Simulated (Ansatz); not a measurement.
# C3O: what a guessed cell relaxes into

The task: take a trial cell of C3O to zero force and stress.

Method: DFT PBE+D3(BJ), scalar-relativistic, plane waves, PAW, in Ansatz 0.2.0.

2 further runs of the same task are left out: 1 that didn't finish, 1 set aside as unsound or not needed.

## (1) The system as given

Symmetry: Fm-3m, No. 225, cubic system. Conventional cell: a = 6.199 Å, b = 6.199 Å, c = 6.199 Å, α = 90.00°, β = 90.00°, γ = 90.00°. C (site symmetry -43m) is surrounded by 4 O at 2.68 Å and 4 C at 2.68 Å. C (site symmetry m-3m) has 8 C at 2.68 Å as nearest neighbours. O (site symmetry m-3m) has 8 C at 2.68 Å as nearest neighbours.

Structure file:

```cif
data_structure
_symmetry_space_group_name_H-M 'Fm-3m'
_symmetry_Int_Tables_number 225
_cell_length_a 6.1991
_cell_length_b 6.1991
_cell_length_c 6.1991
_cell_angle_alpha 90.000
_cell_angle_beta 90.000
_cell_angle_gamma 90.000
_cell_volume 238.22
loop_
_atom_site_label
_atom_site_type_symbol
_atom_site_symmetry_multiplicity
_atom_site_Wyckoff_symbol
_atom_site_fract_x
_atom_site_fract_y
_atom_site_fract_z
_atom_site_occupancy
C1 C 8 c 0.25000 0.25000 0.75000 1
C2 C 4 b 0.50000 0.00000 0.00000 1
O1 O 4 a 0.00000 0.00000 0.00000 1
```

Recipe of the guess: species swapped into a database cell of DyMg3 (Fm-3m, No. 225), with O on the Dy sites and C on the Mg sites. The dimensions are guesses.

## (2) A first look at the guess

File input.yaml:

```yaml
crystal:
  lattice:
    - [0.0, 3.09954882, 3.09954882]
    - [3.09954882, 0.0, 3.09954882]
    - [3.09954882, 3.09954882, 0.0]
  atoms:
    - { symbol: C, position: [0.75, 0.75, 0.75] }
    - { symbol: C, position: [0.5, 0.5, 0.5] }
    - { symbol: C, position: [0.25, 0.25, 0.25] }
    - { symbol: O, position: [0.0, 0.0, 0.0] }
basis:
  ecutwfc: 420
kpoints:
  mp_grid: { grid: [6, 6, 6] }
hamiltonian:
  xc: pbe
  dispersion: d3bj
scf:
  occupations: { method: gaussian, width: 0.1 }
  lower_state_search: "off"
output:
  forces: true
  stress: true
  eigenvalues: true
```

Command:

```console
ansatz run input.yaml --threads 1 --pin off --max-ram 2560MiB --backend cpu --events-out ev --progress --plain --runs-dir out
```

The session goes on with these runs: spin check on a coarse mesh; coarse relaxation; full relaxation.

Before running it: what results should come out? Wanted: conventional cell; volume; energy over the elements; gap on the mesh.

The runs gave:

```
                                                              quantity                                                                      value
                                symmetry at the end (tolerance 0.05 Å)                                                space group Fm-3m (No. 225)
                                                     conventional cell  a = 4.827 Å, b = 4.827 Å, c = 4.827 Å, α = 90.00°, β = 90.00°, γ = 90.00°
                                                                volume                                                               7.03 Å³/atom
energy over the elements (uncorrected; H, N, O, F and Cl as molecules)                                                              +3.69 eV/atom
                                                       gap on the mesh                                                               none (metal)
```

The space group Fm-3m (No. 225) is kept, and the volume per atom shrinks by 52.8 % from the first guess. With a positive formation energy it can't be a ground state. No finished test with a distortion of lower symmetry is shown, so the end may be a saddle point. Near these geometries the D3 coefficients change with coordination, as the log warns; steps in energy, slope or pressure can stem from that. Some metallic runs here have no spin polarisation while others do, so their energies compare only roughly. Other magnetic orders were not searched.
